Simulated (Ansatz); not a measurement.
# AlH₆NO₂ (built from SMILES N.[OH][AlH][OH]): search for a transition state

Is there a first-order saddle for this four-centre ligand exchange, which should form Al1–N6, H2–H5 and break Al1–H2, H5–N6, and which two structures does it connect?

Program: Ansatz 0.2.0, Gaussian basis. Level of theory: PBE0-D4, def2-SVP first, then def2-TZVP. These are calculated values, not measurements.

152 further runs of the same task are left out: 152 set aside as unsound or not needed.

### 1 Where the work starts

The guess: 10 atoms, charge 0, spin multiplicity 1.

Atoms are counted from 1 here; the program's logs count them from 0.

Bond lengths: Al1–H2 1.738 Å, Al1–O3 1.645 Å, Al1–O4 1.645 Å, Al1–H5 1.712 Å, Al1–N6 1.847 Å, O3–H7 0.942 Å, O4–H8 0.942 Å, N6–H9 1.011 Å, N6–H10 1.011 Å. Angles: H2–Al1–O3 102.0°, H2–Al1–O4 102.0°, H2–Al1–H5 35.1°, H2–Al1–N6 87.2°, O3–Al1–O4 127.8°, O3–Al1–H5 113.1°, O3–Al1–N6 113.4°, O4–Al1–H5 113.2°, O4–Al1–N6 113.4°, H5–Al1–N6 52.1°, Al1–O3–H7 174.9°, Al1–O4–H8 175.1°, Al1–N6–H9 125.2°, Al1–N6–H10 125.2°, H9–N6–H10 107.1°.

Coordinates:

```
Al    0.32090    0.05620   -0.31190
H    -0.08420   -1.63350   -0.30100
O    -0.20750    0.52520   -1.79750
O     1.86720    0.04060    0.24930
H    -0.66860   -1.14110    0.40700
N    -0.94140    0.27460    1.01820
H    -0.43510    0.82880   -2.66000
H     2.77190    0.08070    0.51030
H    -1.88250    0.61770    0.87900
H    -0.74070    0.35080    2.00660
```

Distances that are to change: Al1–N6 1.85 Å, H2–H5 1.04 Å, Al1–H2 1.74 Å, H5–N6 1.57 Å.

### 2 Relaxing the guess with the reacting distances held

File hold/in.yaml:

```yaml
crystal:
  periodic: [false, false, false]
  atoms:
    - {symbol: Al, position_ang: [0.320900, 0.056200, -0.311900]}
    - {symbol: H, position_ang: [-0.084200, -1.633500, -0.301000]}
    - {symbol: O, position_ang: [-0.207500, 0.525200, -1.797500]}
    - {symbol: O, position_ang: [1.867200, 0.040600, 0.249300]}
    - {symbol: H, position_ang: [-0.668600, -1.141100, 0.407000]}
    - {symbol: N, position_ang: [-0.941400, 0.274600, 1.018200]}
    - {symbol: H, position_ang: [-0.435100, 0.828800, -2.660000]}
    - {symbol: H, position_ang: [2.771900, 0.080700, 0.510300]}
    - {symbol: H, position_ang: [-1.882500, 0.617700, 0.879000]}
    - {symbol: H, position_ang: [-0.740700, 0.350800, 2.006600]}
basis:
  gaussian: {orbitals: def2-SVP}
hamiltonian: {xc: pbe0, dispersion: d4}
relax: {f_tol: 0.04, max_steps: 150, escape_saddle: false, constraints: [{distance: [0, 5]}, {distance: [1, 4]}, {distance: [0, 1]}, {distance: [4, 5]}]}
```

The run is started by

```bash
$ ansatz run in.yaml --threads 4 --pin off --events-out ev --progress --plain --max-ram 9574MiB
```

Further steps of the session: A starting Hessian; Saddle search in the small basis; Saddle search in triple zeta; Checking the order of the point; Relaxing after a step of 0.30 Å one way along the mode; Relaxing after a step of 0.30 Å the other way along the mode.

**Question.** What will these runs give? Wanted: imaginary mode; barrier from the start side; barrier from the end side; energy of the step; pairs that change; zero-point energy at the saddle.

As calculated:

| quantity | value |
| --- | --- |
| imaginary mode | 1242i cm⁻¹ |
| barrier from the start side | 128.3 kJ/mol |
| barrier from the end side | 71.6 kJ/mol |
| energy of the step | +56.7 kJ/mol |
| pairs that change | Al1–N6 tightened, H2–H5 formed, Al1–H2 broken, H5–N6 broken |
| zero-point energy at the saddle | 1.820 eV |

One imaginary mode, 1242i cm⁻¹, makes this a first-order saddle. Going downhill both ways gives the intended start and end. At PBE0-D4/def2-TZVP the electronic barrier is 128.3 kJ/mol, about 52 kT at 298 K, and the step runs 56.7 kJ/mol uphill. With so stiff a mode tunnelling counts: Wigner's rough correction is a factor of 2.5 at 298 K. The ends are the nearest minima, not always the lowest complexes.
